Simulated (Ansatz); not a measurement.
Molecular dynamics of Ba₃Ti₃SiCl₄O₉

input.yaml

```yaml
accuracy: low
crystal:
  lattice:
    - [5.657297, 0.0, 0.0]
    - [-2.828649, 4.899363, 0.0]
    - [0.0, 0.0, 20.702638]
  atoms:
    - { symbol: Ba, position: [0.0, 0.0, 0.048303] }
    - { symbol: Ti, position: [0.3333333, 0.6666667, 0.099738] }
    - { symbol: O, position: [0.4970667, 0.9941333, 0.0524138] }
    - { symbol: O, position: [0.0058667, 0.5029333, 0.0524138] }
    - { symbol: O, position: [0.4970667, 0.5029333, 0.0524138] }
    - { symbol: Ba, position: [0.6605918, 0.32790792, 0.14572994] }
    - { symbol: Ti, position: [-0.00090859, 0.02266628, 0.21261252] }
    - { symbol: O, position: [0.16984538, 0.34387212, 0.16805347] }
    - { symbol: O, position: [0.67513342, 0.84645972, 0.16750257] }
    - { symbol: O, position: [0.13461659, 0.82395562, 0.17948206] }
    - { symbol: Ba, position: [0.29963612, 0.67665587, 0.26744884] }
    - { symbol: Ti, position: [0.60708613, 0.32593468, 0.32177794] }
    - { symbol: O, position: [0.75315131, 0.66700771, 0.29371956] }
    - { symbol: O, position: [0.28757693, 0.15922302, 0.28905586] }
    - { symbol: O, position: [0.79688223, 0.19659843, 0.2822236] }
    - { symbol: Si, position: [0.6637127, 0.46786497, 0.52797662] }
    - { symbol: Cl, position: [0.99945614, 0.86669277, 0.52640218] }
    - { symbol: Cl, position: [0.36493231, 0.55955461, 0.51415272] }
    - { symbol: Cl, position: [0.74075888, 0.28444622, 0.44181249] }
    - { symbol: Cl, position: [0.72446303, 0.28222783, 0.60637386] }
basis:
  ecutwfc: 420.0
kpoints:
  mp_grid: { grid: [2, 2, 1] }
hamiltonian:
  xc: pbe
  pseudopotentials: { kind: paw, azcp: { folder: soft_1 } }
scf:
  occupations: { method: fermi_dirac, width: 0.05 }
  lower_state_search: "off"
md:
  timestep: 1
  n_steps: 270
  ensemble: nvt_langevin
  temperature: 1000.0
  initial_velocities: maxwell_boltzmann
  seed: 593179
  friction: 0.01
  constraints: [{ sites: [0, 1, 2, 3, 4] }]
```

Launched with:

```bash
$ ansatz run input.yaml --threads 2 --pin off --max-ram 5120MiB --backend cpu --events-out ev --progress --plain --runs-dir out
```

It goes on from the last frame of an earlier run, with new velocities.

Output, in part (step lines):

```
md step     0: t =     0.00 fs  T =  1000.0 K  F+E_penalty+E_count = -35432.99536735 eV  E_kin = 1.938900 eV  (35 SCF iters)
md step     1: t =     1.00 fs  T =  1029.0 K  F+E_penalty+E_count = -35432.96143660 eV  E_kin = 1.995106 eV  (13 SCF iters)
md step     2: t =     2.00 fs  T =  1045.2 K  F+E_penalty+E_count = -35432.91528970 eV  E_kin = 2.026496 eV  (13 SCF iters)
md step     3: t =     3.00 fs  T =   997.1 K  F+E_penalty+E_count = -35432.86132704 eV  E_kin = 1.933273 eV  (13 SCF iters)
md step     4: t =     4.00 fs  T =   922.1 K  F+E_penalty+E_count = -35432.80519895 eV  E_kin = 1.787920 eV  (13 SCF iters)
md step     5: t =     5.00 fs  T =   971.5 K  F+E_penalty+E_count = -35432.74859389 eV  E_kin = 1.883693 eV  (10 SCF iters)
md step     6: t =     6.00 fs  T =   950.2 K  F+E_penalty+E_count = -35432.69532127 eV  E_kin = 1.842430 eV  (9 SCF iters)
md step     7: t =     7.00 fs  T =   942.2 K  F+E_penalty+E_count = -35432.64006724 eV  E_kin = 1.826791 eV  (10 SCF iters)
[... lines left out ...]
md step   270: t =   270.00 fs  T =   930.2 K  F+E_penalty+E_count = -35432.58774912 eV  E_kin = 1.803618 eV  (14 SCF iters)
```

The steps, from the saved trajectory:

```json
{"time (fs)": "0", "T (K)": "1000", "potential energy less start (eV)": "0.000"}
{"time (fs)": "9", "T (K)": "926", "potential energy less start (eV)": "0.464"}
{"time (fs)": "18", "T (K)": "698", "potential energy less start (eV)": "0.775"}
{"time (fs)": "27", "T (K)": "628", "potential energy less start (eV)": "0.826"}
{"time (fs)": "36", "T (K)": "645", "potential energy less start (eV)": "0.816"}
{"time (fs)": "45", "T (K)": "814", "potential energy less start (eV)": "0.789"}
{"time (fs)": "54", "T (K)": "877", "potential energy less start (eV)": "0.758"}
{"time (fs)": "63", "T (K)": "981", "potential energy less start (eV)": "0.736"}
{"time (fs)": "72", "T (K)": "648", "potential energy less start (eV)": "1.281"}
{"time (fs)": "81", "T (K)": "657", "potential energy less start (eV)": "1.133"}
{"time (fs)": "90", "T (K)": "811", "potential energy less start (eV)": "0.783"}
{"time (fs)": "99", "T (K)": "949", "potential energy less start (eV)": "0.795"}
{"time (fs)": "108", "T (K)": "1024", "potential energy less start (eV)": "0.962"}
{"time (fs)": "117", "T (K)": "1098", "potential energy less start (eV)": "0.603"}
{"time (fs)": "126", "T (K)": "966", "potential energy less start (eV)": "0.855"}
{"time (fs)": "135", "T (K)": "710", "potential energy less start (eV)": "1.225"}
{"time (fs)": "144", "T (K)": "926", "potential energy less start (eV)": "0.846"}
{"time (fs)": "153", "T (K)": "1038", "potential energy less start (eV)": "0.741"}
{"time (fs)": "162", "T (K)": "736", "potential energy less start (eV)": "1.065"}
{"time (fs)": "171", "T (K)": "955", "potential energy less start (eV)": "0.986"}
{"time (fs)": "180", "T (K)": "1157", "potential energy less start (eV)": "0.785"}
{"time (fs)": "189", "T (K)": "953", "potential energy less start (eV)": "0.957"}
{"time (fs)": "198", "T (K)": "999", "potential energy less start (eV)": "0.403"}
{"time (fs)": "207", "T (K)": "764", "potential energy less start (eV)": "0.669"}
{"time (fs)": "216", "T (K)": "683", "potential energy less start (eV)": "0.932"}
{"time (fs)": "225", "T (K)": "797", "potential energy less start (eV)": "0.653"}
{"time (fs)": "234", "T (K)": "969", "potential energy less start (eV)": "0.587"}
{"time (fs)": "243", "T (K)": "887", "potential energy less start (eV)": "0.565"}
{"time (fs)": "252", "T (K)": "1037", "potential energy less start (eV)": "0.074"}
{"time (fs)": "261", "T (K)": "736", "potential energy less start (eV)": "0.418"}
{"time (fs)": "270", "T (K)": "930", "potential energy less start (eV)": "0.408"}
```

All steps were run. The mean temperature of the second half is 10 % below the set value. A run of 0.27 ps of so small a system gives no equilibrium averages. Limits of this set-up: coarse k mesh, slab without dipole correction, no dispersion correction for a molecule that may bind weakly, a typed lattice constant that wasn't relaxed here, low accuracy level.

Mean squared displacements from the first frame to the last: Ba 0.04 Å², Ti 0.02 Å², O 0.06 Å², Si 0.17 Å², Cl 0.13 Å².

Last frame:

```xyz
20
Lattice="5.6573 0.0000 0.0000 -2.8286 4.8994 0.0000 0.0000 0.0000 20.7026" Properties=species:S:1:pos:R:3
Ba 0.000 0.000 1.000
Ti 0.000 3.266 2.065
O 0.000 4.871 1.085
O -1.389 2.464 1.085
O 1.389 2.464 1.085
Ba 2.835 1.409 3.059
Ti 0.106 0.027 4.436
O 0.096 1.680 3.469
O 1.571 4.116 3.737
O -1.329 4.098 3.608
Ba -0.075 3.176 5.749
Ti 2.637 1.547 6.683
O 2.908 3.186 6.113
O 1.199 0.777 6.005
O 4.029 0.797 5.907
Si 2.809 2.173 11.043
Cl 3.650 4.254 10.828
Cl 0.807 2.604 10.791
Cl 3.506 1.115 9.070
Cl 3.445 1.254 12.780
```

Time of the run: 29 min on 2 threads of Arm Neoverse V2 (shared host), peak memory 1.2 GiB.
